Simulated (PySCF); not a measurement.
# C5H9NS: the cost of one run

Programs: PySCF 2.14.0, with routines of our own; each step states its level. All values are computed. Atoms count from 0.

### Step 1. The starting structure

16 atoms, charge 0, multiplicity 1; geometry from: GFN2-xTB.

### Step 2. Magnetic properties: GIAO PBE0/pcSseg-1

Job settings and geometry (Å):

```
{"job": {"kind": "mag", "xc": "PBE0", "basis": "pcSseg-1", "isotopologues": 2}, "charge": 0, "multiplicity": 1}
C     -2.322484    -0.497853    -0.060575
C     -1.072527     0.367729    -0.167378
C     -0.070007    -0.000801     0.914771
S      1.360630     1.124997     0.990825
C      2.234680     0.700144    -0.572606
C      2.493352    -0.706709    -0.633554
N      2.650961    -1.839344    -0.650009
H     -3.027926    -0.241533    -0.846993
H     -2.065497    -1.550407    -0.157270
H     -2.808739    -0.348384     0.900733
H     -1.342065     1.421374    -0.064726
H     -0.623442     0.226713    -1.153374
H     -0.523168     0.085508     1.902593
H      0.308853    -1.015468     0.786565
H      3.169311     1.261355    -0.545804
H      1.630467     1.021622    -1.423177
```

Level: GIAO PBE0/pcSseg-1 magnetisability, rotational g tensor and spin-rotation constants, non-relativistic, gas phase.

Launch:

```
> OMP_NUM_THREADS=1 python excited_run.py task.json out
```

This one command runs all jobs of the session in turn.

**Question.** How long does this first job take on 1 thread of Arm Neoverse V2, shared host, and how much memory does it need?

About 26 s, with a peak of 0.76 GiB.
